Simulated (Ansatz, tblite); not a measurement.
**The cluster Cr3P3: one state, many levels**

How do method and basis change the picture of the cluster Cr3P3 (doublet)?

Program: Ansatz 0.2.0, Gaussian basis. Level of theory: as each input shows. These are calculated values, not measurements.

Levels to be run: GFN1-xTB, GFN2-xTB, PBE-D4/def2-TZVP, r2SCAN-D4/def2-TZVP, r2SCAN0-D4/def2-TZVP, B2PLYP/def2-TZVP, B97M-V/def2-TZVP, PBE+10HF/def2-SVP, PBE+15HF/def2-SVP, PBE+40HF/def2-SVP, PBE-D4/def2-SVP, PBE0-D4/def2-SVP, PBE0-D4/def2-TZVPD, PBE-D4/def2-TZVPD, r2SCAN-D4/def2-TZVPD, MP2/def2-TZVP, RPA/def2-TZVP.

1 further run of the same task is left out (set aside as unsound or not needed).

## 1. The relaxed structure

The doublet was relaxed beforehand with PBE0-D4/def2-SVP. At that level it is the lowest of the isomers that a small search found.

6 atoms, charge 0, spin multiplicity 2.

Bond lengths: Cr1–P4 2.481 Å, Cr1–P5 2.644 Å, Cr1–P6 2.497 Å, Cr2–P5 2.284 Å, Cr2–P6 2.258 Å, Cr3–P4 2.356 Å, Cr3–P5 2.653 Å, Cr3–P6 2.347 Å, P4–P5 2.144 Å. Angles: P4–Cr1–P5 49.3°, P4–Cr1–P6 104.9°, P5–Cr1–P6 94.0°, P5–Cr2–P6 111.8°, P4–Cr3–P5 50.3°, P4–Cr3–P6 114.0°, P5–Cr3–P6 97.4°, Cr1–P4–Cr3 70.4°, Cr1–P4–P5 69.3°, Cr3–P4–P5 72.1°, Cr1–P5–Cr2 63.9°, Cr1–P5–Cr3 63.6°, Cr1–P5–P4 61.4°, Cr2–P5–Cr3 64.5°, Cr2–P5–P4 112.5°, Cr3–P5–P4 57.7°, Cr1–P6–Cr2 66.9°, Cr1–P6–Cr3 70.3° and more.

No spin-orbit coupling is included.

PBE0-D4/def2-TZVP was run before; its log isn't repeated, and its numbers join the tables.

## 2. GFN1-xTB

Tight binding, by tblite at 300 K electronic temperature and without a spin-polarisation term:

```python
tblite.interface.Calculator('GFN1-xTB', numbers, positions, charge=0, uhf=1).singlepoint()
```

Energy -363.6532 eV; 0.012 s.

## 3. GFN2-xTB

Tight binding, by tblite at 300 K electronic temperature and without a spin-polarisation term:

```python
tblite.interface.Calculator('GFN2-xTB', numbers, positions, charge=0, uhf=1).singlepoint()
```

Energy -363.1393 eV; 0.029 s.

## 4. PBE-D4/def2-TZVP

start.molden holds the orbitals of an earlier run on this state, given as this run's starting guess.

Contents of in.yaml:

```yaml
crystal:
  periodic: [false, false, false]
  atoms:
    - {symbol: Cr, position_ang: [-0.590697, 1.243715, 0.722107]}
    - {symbol: Cr, position_ang: [0.130204, -1.231790, 1.227549]}
    - {symbol: Cr, position_ang: [-0.284044, -0.630903, -1.321479]}
    - {symbol: P, position_ang: [0.926634, 1.388628, -1.234900]}
    - {symbol: P, position_ang: [1.732584, 0.071329, 0.252649]}
    - {symbol: P, position_ang: [-1.914671, -0.840981, 0.354075]}
basis:
  gaussian: {orbitals: def2-TZVP, initial_orbitals: start.molden}
magnetization: {spin_polarized: true, initial_magnetization: 1}
hamiltonian: {xc: pbe, dispersion: d4}
scf: {omitted_lower_state_checks: [starts]}
output: {forces: true, orbitals: {seedname: orbitals}}
```

Command:

```sh
$ ansatz run in.yaml --threads 4 --pin off --events-out ev --progress --plain --max-ram 8704MiB
```

The runs that follow: r2SCAN-D4/def2-TZVP; r2SCAN0-D4/def2-TZVP; B2PLYP/def2-TZVP; B97M-V/def2-TZVP; PBE+10HF/def2-SVP; PBE+15HF/def2-SVP; PBE+40HF/def2-SVP; PBE-D4/def2-SVP; PBE0-D4/def2-SVP; PBE0-D4/def2-TZVPD; PBE-D4/def2-TZVPD; r2SCAN-D4/def2-TZVPD; MP2/def2-TZVP; RPA/def2-TZVP.

Q: Predict the results of all the runs planned. Wanted: gap in def2-TZVP, named functionals, smallest and largest; correlation energy, MP2/def2-TZVP; binding an atom, functionals in def2-TZVP; ⟨S²⟩ in def2-TZVP, named functionals, smallest and largest; PBE0 total energy, smallest basis above largest.

As calculated:

| quantity | value |
| --- | --- |
| gap in def2-TZVP, named functionals, smallest and largest | 0.33 eV (PBE-D4), 1.26 eV (r2SCAN0-D4) |
| correlation energy, MP2/def2-TZVP | -42.02 eV |
| binding an atom, functionals in def2-TZVP | 1.86 (r2SCAN0-D4) to 2.54 eV (PBE-D4) |
| ⟨S²⟩ in def2-TZVP, named functionals, smallest and largest | 5.252, 7.797 |
| PBE0 total energy, smallest basis above largest | 21.30 eV (def2-SVP, def2-TZVPD) |

**Reading.** Orbital gaps of the named functionals in def2-TZVP span 0.33 eV (PBE-D4) to 1.26 eV (r2SCAN0-D4); exact exchange widens it. r2SCAN-D4, B97M-V leave an empty level below a filled one, so this occupation isn't an aufbau state there; left out of the range. Over the named functionals in def2-TZVP spin contamination reaches 7.05 (r2SCAN0-D4), and every level is far from pure, so all describe a mixture with higher spin.
